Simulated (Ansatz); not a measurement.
**BrCl2HSn: one species, many methods**

The task here is to estimate one member of a computed series from the others.

The runs use Ansatz 0.2.0, Gaussian basis; functionals in def2-TZVPP, the program's frozen cores in correlated methods.

The runs, in order: LDA (SPW92), PBE-D4, revPBE-D4, BLYP-D4, r2SCAN-D4, B97M-V, PBE0-D4, B3LYP-D4, r2SCANh-D4, r2SCAN0-D4, HSE06-D4, BHLYP-D4, CAM-B3LYP-D4, LC-ωPBE, ωB97X-V, ωB97M-V, B2PLYP, PBE-QIDH; CCSD(T)/def2-SVP; CCSD(T)/def2-TZVPP; CCSD(T)/def2-QZVPP; extrapolation to the limit; RPA on PBE.

**The relaxed structure**

An earlier PBE0-D4 in a triple-zeta def2 set relaxation fixed the geometry. Sn takes the def2 core potential; no spin-orbit term is included.

SMILES `[Cl][SnH]([Cl])[Br]`, 5 atoms, charge 0, spin multiplicity 1.

Atoms are counted from 1 here; the program's logs count them from 0.

Bond lengths: Cl1–Sn2 2.303 Å, Sn2–Cl3 2.303 Å, Sn2–Br4 2.448 Å, Sn2–H5 1.693 Å. Angles: Cl1–Sn2–Cl3 107.0°, Cl1–Sn2–Br4 107.9°, Cl1–Sn2–H5 110.8°, Cl3–Sn2–Br4 107.9°, Cl3–Sn2–H5 110.8°, Br4–Sn2–H5 112.2°.

Set-up of the first run:

Contents of in.yaml:

```yaml
crystal:
  periodic: [false, false, false]
  atoms:
    - {symbol: Cl, position_ang: [0.115331, -1.163344, 1.928422]}
    - {symbol: Sn, position_ang: [0.159694, -0.051858, -0.088101]}
    - {symbol: Cl, position_ang: [0.125582, 2.202061, 0.383512]}
    - {symbol: Br, position_ang: [-1.897345, -0.600209, -1.296268]}
    - {symbol: H, position_ang: [1.546637, -0.460449, -0.968965]}
basis:
  gaussian: {orbitals: def2-TZVPP}
hamiltonian: {xc: lda}
output: {orbitals: {seedname: orbitals}}
```

On the command line:

```console
ansatz run in.yaml --threads 2 --pin off --events-out ev --progress --plain --max-ram 32768MiB --backend cpu
```

Among the steps run: LDA; PBE-D4 (GGA); revPBE-D4 (GGA); BLYP-D4 (GGA); r2SCAN-D4 (meta-GGA); B97M-V (meta-GGA); PBE0-D4 (hybrid); B3LYP-D4 (hybrid); r2SCANh-D4 (hybrid); r2SCAN0-D4 (hybrid); HSE06-D4 (hybrid); BHLYP-D4 (hybrid); CAM-B3LYP-D4 (range-separated); LC-ωPBE (range-separated); ωB97X-V (range-separated); ωB97M-V (range-separated); B2PLYP (double hybrid); PBE-QIDH (double hybrid).

One of the session's tables, all rows but one given; the rest of the session is left out.

It belongs to the step «Frontier levels by functional». 

| functional | HOMO (eV) | LUMO (eV) | gap (eV) |
| --- | --- | --- | --- |
| LDA (SPW92) | -7.80 | -3.56 | 4.24 |
| PBE-D4 | -7.65 | -3.28 | 4.37 |
| revPBE-D4 | -7.60 | -3.19 | 4.41 |
| BLYP-D4 | -7.46 | -3.23 | 4.24 |
| r2SCAN-D4 | -8.01 | -3.10 | 4.91 |
| B97M-V | -8.09 | -3.00 | 5.10 |
| PBE0-D4 | -8.98 | -2.39 | 6.59 |
| B3LYP-D4 | -8.69 | -2.69 | 6.00 |
| r2SCANh-D4 | -8.49 | -2.78 | 5.72 |
| r2SCAN0-D4 | -9.21 | -2.29 | 6.93 |
| HSE06-D4 | -8.58 | -2.76 | 5.81 |
| BHLYP-D4 | -10.12 | -1.43 | 8.69 |
| CAM-B3LYP-D4 | -10.30 | -1.40 | 8.90 |
| LC-ωPBE | ? | ? | ? |
| ωB97X-V | -11.36 | -0.28 | 11.07 |
| ωB97M-V | -11.19 | -0.39 | 10.81 |

Estimate the missing values for LC-ωPBE.

The run gave: HOMO (eV): -11.73; LUMO (eV): -0.17; gap (eV): 11.56. In the column «HOMO (eV)» it is the lowest.
